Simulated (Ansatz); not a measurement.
# CH₄OSSi: basis-set convergence

An exercise on one series of results from a longer session: the logs are not shown, and one member is left open.

Method: one geometry, several basis sets; program: Ansatz 0.2.0, Gaussian basis.

Levels to be run: PBE0-D4/def2-SVP; ωB97M-V/def2-SVP; PBE0-D4/def2-QZVPP; ωB97M-V/def2-QZVPP; the functionals' def2-TZVPP values are taken from earlier runs.

## Structure used throughout

An earlier PBE0-D4 in a triple-zeta def2 set relaxation fixed the geometry.

SMILES `O[SiH]1CS1`, 8 atoms, charge 0, spin multiplicity 1.

Atoms are counted from 1 here; the program's logs count them from 0.

Bond lengths: O1–Si2 1.632 Å, O1–H5 0.960 Å, Si2–C3 1.830 Å, Si2–S4 2.076 Å, Si2–H6 1.471 Å, C3–S4 1.887 Å, C3–H7 1.086 Å, C3–H8 1.086 Å. Angles: Si2–O1–H5 117.2°, O1–Si2–C3 123.1°, O1–Si2–S4 121.8°, O1–Si2–H6 106.5°, C3–Si2–S4 57.4°, C3–Si2–H6 120.9°, S4–Si2–H6 120.8°, Si2–C3–S4 67.9°, Si2–C3–H7 121.5°, Si2–C3–H8 120.4°, S4–C3–H7 112.5°, S4–C3–H8 112.3°, H7–C3–H8 112.9°, Si2–S4–C3 54.7°.

The first run:

The input, in.yaml:

```yaml
crystal:
  periodic: [false, false, false]
  atoms:
    - {symbol: O, position_ang: [-1.426146, 1.262550, -0.241095]}
    - {symbol: Si, position_ang: [0.088699, 0.725667, 0.043361]}
    - {symbol: C, position_ang: [0.486724, -1.036968, 0.330359]}
    - {symbol: S, position_ang: [1.117985, -0.429342, -1.341226]}
    - {symbol: H, position_ang: [-1.957024, 0.766554, -0.867944]}
    - {symbol: H, position_ang: [0.772827, 1.787914, 0.796287]}
    - {symbol: H, position_ang: [1.291666, -1.335982, 0.995613]}
    - {symbol: H, position_ang: [-0.282532, -1.797493, 0.228846]}
basis:
  gaussian: {orbitals: def2-SVP}
hamiltonian: {xc: pbe0, dispersion: d4}
output: {orbitals: {seedname: orbitals}}
```

Command:

```
$ ansatz run in.yaml --threads 2 --pin off --events-out ev --progress --plain --max-ram 4352MiB
```

Steps of the session up to this table: PBE0-D4 in def2-SVP; ωB97M-V in def2-SVP; PBE0-D4 in def2-QZVPP; ωB97M-V in def2-QZVPP.

One of the session's tables, all rows but one given; the rest of the session is left out.

It belongs to the step «Density functionals: the series». 

| functional | basis | HOMO (eV) | LUMO (eV) |
| --- | --- | --- | --- |
| PBE0-D4 | def2-SVP | -6.98 | 0.63 |
| PBE0-D4 | def2-TZVPP | -7.09 | 0.17 |
| PBE0-D4 | def2-QZVPP | ? | ? |
| ωB97M-V | def2-SVP | -9.13 | 2.58 |
| ωB97M-V | def2-TZVPP | -9.27 | 1.93 |
| ωB97M-V | def2-QZVPP | -9.31 | 1.37 |

Estimate the missing values for PBE0-D4, def2-QZVPP.

**Answer.** HOMO (eV): -7.13; LUMO (eV): -0.08. In the column «HOMO (eV)» it lies between ωB97M-V, def2-SVP (-9.13) and PBE0-D4, def2-TZVPP (-7.09).
